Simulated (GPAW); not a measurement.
BiS: band structure with LDA

The system is BiS.

```xyz
2
Lattice="4.0029 0.0000 0.0000 0.0000 4.0029 0.0000 0.0000 0.0000 4.0029" Properties=species:S:1:pos:R:3 pbc="T T T"
Bi    2.0015    2.0015    2.0015
S     0.0000    0.0000    0.0000
```

The cell was built by a generator and needn't be a form met in nature.

```
Program             : GPAW 26.7.0
Task                : band structure
Functional          : LDA
Potentials or basis : the program's PAW data sets (release 1.2.1) made for this functional
Cutoff              : 600 eV
Basis               : pw
k mesh              : 7 × 7 × 7
Occupations         : fermi-dirac, width 0.05 eV
Spin                : no spin polarisation
Maxiter             : 150
Band path           : GXMGRX,MR
Band points         : 80
```

- Pressure: -13.9 GPa
- Band gap along the path: none (metal or under the smearing width)

Levels at the corners of the path, in eV from the Fermi level:
```csv
point,band 7,band 8,band 9,band 10,band 11,band 12,band 13,band 14
Γ,-9.92,-2.13,-2.13,-2.13,2.50,2.50,2.50,4.50
X,-11.11,-1.84,-1.70,-1.21,-1.21,1.04,1.04,6.32
M,-10.53,-4.26,-4.26,-1.01,1.45,1.45,1.81,5.53
Γ,-9.92,-2.13,-2.13,-2.13,2.50,2.50,2.50,4.50
R,-10.06,-2.52,-2.52,-2.52,-1.78,-1.78,-1.78,9.90
X,-11.11,-1.84,-1.70,-1.21,-1.21,1.04,1.04,6.32
M,-10.53,-4.26,-4.26,-1.01,1.45,1.45,1.81,5.53
R,-10.06,-2.52,-2.52,-2.52,-1.78,-1.78,-1.78,9.90
```

It took 2.4 min on 1 thread of AMD EPYC (Zen 3), with other jobs on the host, peak memory 0.3 GiB.

Caveat: spin-orbit coupling is left out, which moves the levels of the heavy elements.
